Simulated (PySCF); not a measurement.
# C4H8Si2: excited states, first hyperpolarisability

Wanted: excited states, first hyperpolarisability for C4H8Si2 (`[SiH3]C1=CC=C[SiH2]1`).

Programs: PySCF 2.14.0, with routines of our own; each step states its level. All values are computed. Atoms count from 0.

## 1. The starting structure

14 atoms, charge 0, multiplicity 1; geometry from: GFN2-xTB.

## 2. Geometry optimisation at PBE0-D3(BJ)/def2-SVP

What the job is given:

```
{"job": {"xc": "PBE0", "basis": "def2-SVP", "d3": "d3bj", "grid": 2, "kind": "geom"}, "charge": 0, "multiplicity": 1}
Si     2.353284    -0.129880     0.171075
C      0.485455    -0.073202     0.063972
C     -0.330640    -0.984539     0.625982
C     -1.762313    -0.801849     0.454742
C     -2.140707     0.268177    -0.255917
Si    -0.606803     1.210351    -0.812139
H      2.837831     1.093512     0.818828
H      2.913362    -0.209315    -1.182044
H      2.783929    -1.296719     0.946795
H      0.028464    -1.834191     1.192497
H     -2.447664    -1.515185     0.893470
H     -3.175800     0.498994    -0.444409
H     -0.431092     1.224099    -2.264631
H     -0.507986     2.549274    -0.230387
```

Run with:

```
OMP_NUM_THREADS=1 python excited_run.py task.json out
```

The driver reads the jobs from task.json and runs them one after another.

Standard output:

```text
step   0  E = -735.45736518  max force = 0.025504
step   1  E = -735.46169020  max force = 0.002450
step   2  E = -735.46173528  max force = 0.001460
step   3  E = -735.46174753  max force = 0.000505
step   4  E = -735.46174507  max force = 0.000826
step   5  E = -735.46174970  max force = 0.000280
optimisation converged
```

It took 33 s on 1 thread of Arm Neoverse V2, shared host; peak memory 0.73 GiB.

Step by step:

| step | energy from step 0 (eV) | largest force component (eV/Å) |
| --- | --- | --- |
| 0 | 0.0000 | 1.3115 |
| 1 | -0.1177 | 0.1260 |
| 2 | -0.1189 | 0.0751 |
| 3 | -0.1192 | 0.0260 |
| 4 | -0.1192 | 0.0425 |
| 5 | -0.1193 | 0.0144 |

Distances of close pairs at the start and the end, largest changes first:

| bond | before (Å) | after (Å) | change (Å) |
| --- | --- | --- | --- |
| Si5–H12 | 1.463 | 1.495 | +0.032 |
| Si5–H13 | 1.463 | 1.495 | +0.032 |
| Si0–H8 | 1.466 | 1.496 | +0.030 |
| Si0–H7 | 1.467 | 1.497 | +0.030 |
| Si0–H6 | 1.467 | 1.497 | +0.030 |
| C2–C3 | 1.453 | 1.479 | +0.025 |
| C1–Si5 | 1.900 | 1.881 | -0.018 |
| C2–H9 | 1.082 | 1.098 | +0.015 |

The end geometry stands in the next job.

| at the end point | value |
| --- | --- |
| point group (found at 0.08 Å tolerance) | Cs |
| rotational constants (GHz, main isotopes) | 4.681, 1.586, 1.218 |
| dipole moment (D) | 1.23 |

## 3. Excited states: TDA CAM-B3LYP/def2-TZVPD

What the job is given:

```
{"job": {"kind": "states", "xc": "CAM-B3LYP", "basis": "def2-TZVPD", "tda": true, "soc": true, "nstates": 6, "ntriplets": 5, "nquad": 4}, "charge": 0, "multiplicity": 1}
Si     2.317668    -0.123560     0.159687
C      0.464369    -0.060252     0.047345
C     -0.362738    -0.976950     0.613615
C     -1.821953    -0.805504     0.446166
C     -2.230749     0.264894    -0.267745
Si    -0.679018     1.170966    -0.799004
H      2.856438     1.108585     0.816616
H      2.933926    -0.205761    -1.201728
H      2.735907    -1.320027     0.954921
H      0.005848    -1.836688     1.188402
H     -2.507471    -1.533362     0.894895
H     -3.285502     0.481139    -0.448862
H     -0.491386     1.235379    -2.280938
H     -0.569215     2.557916    -0.251423
```

Method: TDA CAM-B3LYP/def2-TZVPD excited states, vertical, gas phase, spin-orbit mean-field couplings.

Standard output:

```text
coarse grid: 12552 points
cycle   1  E = -736.1452962202  dE =  5.853e-01  |g| = 3.710e-01  |ddm| = 4.610e+00
cycle   2  E = -736.1556061311  dE = -1.031e-02  |g| = 3.268e-01  |ddm| = 1.268e+00
cycle   3  E = -736.1811094202  dE = -2.550e-02  |g| = 6.062e-02  |ddm| = 5.211e-01
cycle   4  E = -736.1818244583  dE = -7.150e-04  |g| = 3.580e-02  |ddm| = 1.295e-01
cycle   5  E = -736.1821455078  dE = -3.210e-04  |g| = 6.079e-03  |ddm| = 4.872e-02
cycle   6  E = -736.1821551731  dE = -9.665e-06  |g| = 1.128e-03  |ddm| = 1.215e-02
final grid: 111664 points
cycle   7  E = -736.1734695019  dE = -1.704e-05  |g| = 3.169e-03  |ddm| = 1.581e-01
cycle   8  E = -736.1734695630  dE = -6.105e-08  |g| = 3.130e-03  |ddm| = 1.420e-02
cycle   9  E = -736.1734721161  dE = -2.553e-06  |g| = 3.153e-04  |ddm| = 4.858e-03
cycle  10  E = -736.1734721354  dE = -1.932e-08  |g| = 2.237e-04  |ddm| = 9.329e-04
cycle  11  E = -736.1734721485  dE = -1.303e-08  |g| = 3.063e-05  |ddm| = 3.740e-04
cycle  12  E = -736.1734721490  dE = -5.548e-10  |g| = 1.184e-05  |ddm| = 1.513e-04
converged SCF energy = -736.1734721490

Singlet excitations
state   eV       nm        f     d(h-e)  d(exc)  Lambda  PR(NTO)  |dmu|/D   mu/D   main configurations
  1   4.6212   268.3   0.16290   0.160   2.787   0.800   1.102    0.696    1.580   H->L 0.94
  2   5.2236   237.4   0.00000   0.746   2.766   0.532   1.019    1.952    0.988   H-1->L 0.95
  3   5.9305   209.1   0.00170   0.602   2.739   0.559   1.042    1.441    2.364   H-3->L 0.92
  4   6.2407   198.7   0.00252   0.282   3.785   0.279   1.025    2.230    1.285   H->L+1 0.66, H->L+2 0.15, H->L+3 0.12
  5   6.4838   191.2   0.00485   1.939   3.831   0.291   1.034                     H->L+2 0.61, H->L+3 0.25
  6   6.6515   186.4   0.05495   0.363   3.139   0.703   1.758                     H-2->L 0.68, H->L+9 0.15, H->L+7 0.14

Triplet excitations (Tamm-Dancoff)
state   eV     d(h-e)  d(exc)  Lambda  PR(NTO)   main configurations
  1   2.6341   0.041   2.504   0.805   1.073   H->L 0.94
  2   4.6354   0.031   2.237   0.702   1.815   H-2->L 0.52, H->L+9 0.16, H-7->L 0.13
  3   4.7928   0.700   2.700   0.529   1.022   H-1->L 0.93
  4   5.3863   0.598   2.645   0.555   1.036   H-3->L 0.90
  5   6.1650   0.212   3.716   0.280   1.034   H->L+1 0.62, H->L+2 0.17, H->L+3 0.12
S1 - T1 = 1.9871 eV

Spin-orbit couplings |<S|Hso|T>| (cm-1)
             T1       T2       T3       T4       T5
S0        0.250    0.046    7.372    3.601    3.404
S1        0.004    0.003    5.320    5.079    5.988
S2        3.433    8.744    0.444   22.009    0.115
S3        2.077    4.522   20.341    0.497    0.305
S4        4.134    0.109    0.058    0.180    0.009
S5        3.347    1.780    0.403    0.561    2.633
S6        0.056    0.009   17.727   14.433    0.314
T1 sublevels (cm-1): 0.000 0.000 0.000   radiative rates (1/s): 2.21e-07 2.57e-05 0.00267
```

Wall time 56 s (1 thread of Arm Neoverse V2, shared host); peak memory 1.2 GiB.

In short:

| quantity | value |
| --- | --- |
| S1 less T1 | 1.99 eV |

The fields below are evaluated on a grid from the run's orbitals.

Frontier orbitals at CAM-B3LYP/def2-TZVPD, with the share of their density that lies nearest to each atom:

| orbital | energy (eV) | lies on |
| --- | --- | --- |
| HOMO | -8.20 | C1, C4 about 28 % each; C2, C3 about 14 % each |
| LUMO | -0.78 | C1, C4 about 20 % each; C2 16 %; C3 13 % |

ELF in a plane through or near 10 of the atoms.

Values, 10 rows by 14 columns:
```
0.00 0.00 0.00 0.00 0.00 0.00 0.00 0.00 0.00 0.00 0.00 0.00 0.00 0.00
0.00 0.00 0.00 0.00 0.00 0.00 0.00 0.01 0.01 0.00 0.00 0.00 0.00 0.00
0.00 0.00 0.00 0.00 0.00 0.00 0.04 0.24 0.25 0.04 0.00 0.00 0.00 0.00
0.00 0.00 0.01 0.07 0.08 0.01 0.14 0.10 0.20 0.38 0.10 0.17 0.00 0.00
0.00 0.00 0.06 0.40 0.11 0.60 0.81 0.64 0.25 0.80 0.92 1.00 0.49 0.00
0.00 0.00 0.05 0.23 0.77 0.77 0.33 0.68 0.21 0.82 0.58 0.82 0.13 0.00
0.00 0.00 0.83 1.00 0.99 0.10 0.41 0.67 0.90 0.32 0.62 0.01 0.00 0.00
0.00 0.00 0.47 1.00 0.97 0.01 0.99 0.98 0.06 0.97 0.99 0.21 0.00 0.00
0.00 0.00 0.00 0.01 0.01 0.00 0.58 0.60 0.00 0.11 0.14 0.00 0.00 0.00
0.00 0.00 0.00 0.00 0.00 0.00 0.00 0.00 0.00 0.00 0.00 0.00 0.00 0.00
```
The map spans 11.8 Å across and 9.7 Å up, centred on the molecule. Atoms in the plane (x, y in Å): Si0 (-2.4, 0.0), C1 (-0.5, 0.0), C2 (0.2, -1.2), C3 (1.7, -1.0), C4 (2.2, 0.2), Si5 (0.7, 1.4), H8 (-2.9, -1.4), H9 (-0.2, -2.2), H10 (2.3, -1.9), H11 (3.3, 0.4).

On the surface of density 0.002 e/bohr³ the electrostatic potential runs, from the 1st to the 99th percentile, from -0.34 V near C4 to 1.17 V near Si5.

## 4. Excited states: TDDFT CAM-B3LYP/def2-TZVPD

The job, as its differences from that of step 3:

```diff
@@ -1,2 +1,2 @@
-{"job": {"kind": "states", "xc": "CAM-B3LYP", "basis": "def2-TZVPD", "tda": true, "soc": true, "nstates": 6, "ntriplets": 5, "nquad": 4}, "charge": 0, "multiplicity": 1}
+{"job": {"kind": "states", "xc": "CAM-B3LYP", "basis": "def2-TZVPD", "tpa": true, "nstates": 8, "nquad": 6, "ntriplets": 0}, "charge": 0, "multiplicity": 1}
 Si     2.317668    -0.123560     0.159687
```

Method: TDDFT CAM-B3LYP/def2-TZVPD excited states, vertical, gas phase, two-photon moments by quadratic response.

Standard output:

```text
coarse grid: 12552 points
cycle   1  E = -736.1452962202  dE =  5.853e-01  |g| = 3.710e-01  |ddm| = 4.610e+00
cycle   2  E = -736.1556061311  dE = -1.031e-02  |g| = 3.268e-01  |ddm| = 1.268e+00
cycle   3  E = -736.1811094202  dE = -2.550e-02  |g| = 6.062e-02  |ddm| = 5.211e-01
cycle   4  E = -736.1818244583  dE = -7.150e-04  |g| = 3.580e-02  |ddm| = 1.295e-01
cycle   5  E = -736.1821455078  dE = -3.210e-04  |g| = 6.079e-03  |ddm| = 4.872e-02
cycle   6  E = -736.1821551731  dE = -9.665e-06  |g| = 1.128e-03  |ddm| = 1.215e-02
final grid: 111664 points
cycle   7  E = -736.1734695019  dE = -1.704e-05  |g| = 3.169e-03  |ddm| = 1.581e-01
cycle   8  E = -736.1734695630  dE = -6.105e-08  |g| = 3.130e-03  |ddm| = 1.420e-02
cycle   9  E = -736.1734721161  dE = -2.553e-06  |g| = 3.153e-04  |ddm| = 4.858e-03
cycle  10  E = -736.1734721354  dE = -1.932e-08  |g| = 2.237e-04  |ddm| = 9.329e-04
cycle  11  E = -736.1734721485  dE = -1.303e-08  |g| = 3.063e-05  |ddm| = 3.740e-04
cycle  12  E = -736.1734721490  dE = -5.548e-10  |g| = 1.184e-05  |ddm| = 1.513e-04
converged SCF energy = -736.1734721490

Singlet excitations
state   eV       nm        f     d(h-e)  d(exc)  Lambda  PR(NTO)  |dmu|/D   mu/D   delta(TPA)   sigma/GM   main configurations
  1   4.3467   285.2   0.11447   0.155   2.764   0.793   1.138    0.586    1.507        0.10      0.001   H->L 0.97
  2   5.1960   238.6   0.00000   0.750   2.770   0.532   1.022    1.960    0.990        0.15      0.002   H-1->L 0.95
  3   5.8914   210.4   0.00107   0.612   2.737   0.559   1.046    1.462    2.370        1.03      0.013   H-3->L 0.93
  4   6.2380   198.8   0.00247   0.279   3.786   0.279   1.025    2.214    1.272       27.30      0.389   H->L+1 0.66, H->L+2 0.15, H->L+3 0.12
  5   6.4768   191.4   0.00444   1.944   3.832   0.291   1.033    5.829    6.702       14.39      0.221   H->L+2 0.60, H->L+3 0.25
  6   6.5989   187.9   0.06618   0.376   3.120   0.709   1.646    1.057    1.082      974.02     15.539   H-2->L 0.76, H->L+9 0.10, H->L+7 0.10
  7   6.9317   178.9   0.00623   1.150   4.134   0.287   1.190                                            H->L+5 0.24, H->L+4 0.23, H->L+3 0.18
  8   6.9623   178.1   0.00530   0.991   3.255   0.417   1.454                                            H-4->L 0.51, H-6->L 0.27
```

It took 65 s on 1 thread of Arm Neoverse V2, shared host; peak memory 1.2 GiB.

## 5. First hyperpolarisability: quadratic response CAM-B3LYP/def2-TZVPD

The job, as its differences from that of step 4:

```diff
@@ -1,2 +1,2 @@
-{"job": {"kind": "states", "xc": "CAM-B3LYP", "basis": "def2-TZVPD", "tpa": true, "nstates": 8, "nquad": 6, "ntriplets": 0}, "charge": 0, "multiplicity": 1}
+{"job": {"kind": "beta", "xc": "CAM-B3LYP", "basis": "def2-TZVPD"}, "charge": 0, "multiplicity": 1}
 Si     2.317668    -0.123560     0.159687
```

Method: quadratic response CAM-B3LYP/def2-TZVPD first hyperpolarisability, Taylor convention, gas phase.

Standard output:

```text
coarse grid: 12552 points
cycle   1  E = -736.1452962202  dE =  5.853e-01  |g| = 3.710e-01  |ddm| = 4.610e+00
cycle   2  E = -736.1556061311  dE = -1.031e-02  |g| = 3.268e-01  |ddm| = 1.268e+00
cycle   3  E = -736.1811094202  dE = -2.550e-02  |g| = 6.062e-02  |ddm| = 5.211e-01
cycle   4  E = -736.1818244583  dE = -7.150e-04  |g| = 3.580e-02  |ddm| = 1.295e-01
cycle   5  E = -736.1821455078  dE = -3.210e-04  |g| = 6.079e-03  |ddm| = 4.872e-02
cycle   6  E = -736.1821551731  dE = -9.665e-06  |g| = 1.128e-03  |ddm| = 1.215e-02
final grid: 111664 points
cycle   7  E = -736.1734695019  dE = -1.704e-05  |g| = 3.169e-03  |ddm| = 1.581e-01
cycle   8  E = -736.1734695630  dE = -6.105e-08  |g| = 3.130e-03  |ddm| = 1.420e-02
cycle   9  E = -736.1734721161  dE = -2.553e-06  |g| = 3.153e-04  |ddm| = 4.858e-03
cycle  10  E = -736.1734721354  dE = -1.932e-08  |g| = 2.237e-04  |ddm| = 9.329e-04
cycle  11  E = -736.1734721485  dE = -1.303e-08  |g| = 3.063e-05  |ddm| = 3.740e-04
cycle  12  E = -736.1734721490  dE = -5.548e-10  |g| = 1.184e-05  |ddm| = 1.513e-04
converged SCF energy = -736.1734721490

Lowest singlets (eV, f): 4.3467 0.1145  5.1960 0.0000  5.8914 0.0011

First hyperpolarisability (au)
process     nm      |vector|   parallel      HRS      DR
static         -      154.41      82.93      67.12    4.31
shg       1907.0      159.65      84.92      69.69   4.264
eope      1907.0      156.12      83.59          -       -
shg       1064.0      172.24      89.24      75.98    4.15
eope      1064.0      160.03      85.06          -       -
```

Run time: 55 s. Hardware: 1 thread of Arm Neoverse V2, shared host; peak memory 1.2 GiB.

## 6. Summary of results

```
                                                  quantity                                                value
                                               point group                                                   Cs
                      rotational constants (main isotopes)                                 4.68, 1.59, 1.22 GHz
             S1 less T1 (step 3, TDA CAM-B3LYP/def2-TZVPD)                                              1.99 eV
                     surface potential, 1st and 99th percentile                                   -0.34 V and 1.17 V
β vector (step 5, quadratic response CAM-B3LYP/def2-TZVPD)  static 154, SHG 1907.0 nm 160, SHG 1064.0 nm 172 au
```

In words: Relaxing lowered the energy by 0.119 eV in 5 steps; the close pair that moved most is Si5–H12, from 1.463 to 1.495 Å. In step 3, the number of triplets below S1 is 1, and the largest singlet-triplet spin-orbit coupling is S2–T4, 22.01 cm⁻¹. At CAM-B3LYP/def2-TZVPD, counted by nearest atom on the grid, the HOMO lies on C1, C4 about 28 % each; C2, C3 about 14 % each, the LUMO on C1, C4 about 20 % each; C2 16 %. β grows from 154 au (static) to 172 au for doubling at 1064.0 nm: normal dispersion, which grows as twice the photon energy moves toward the bright states.
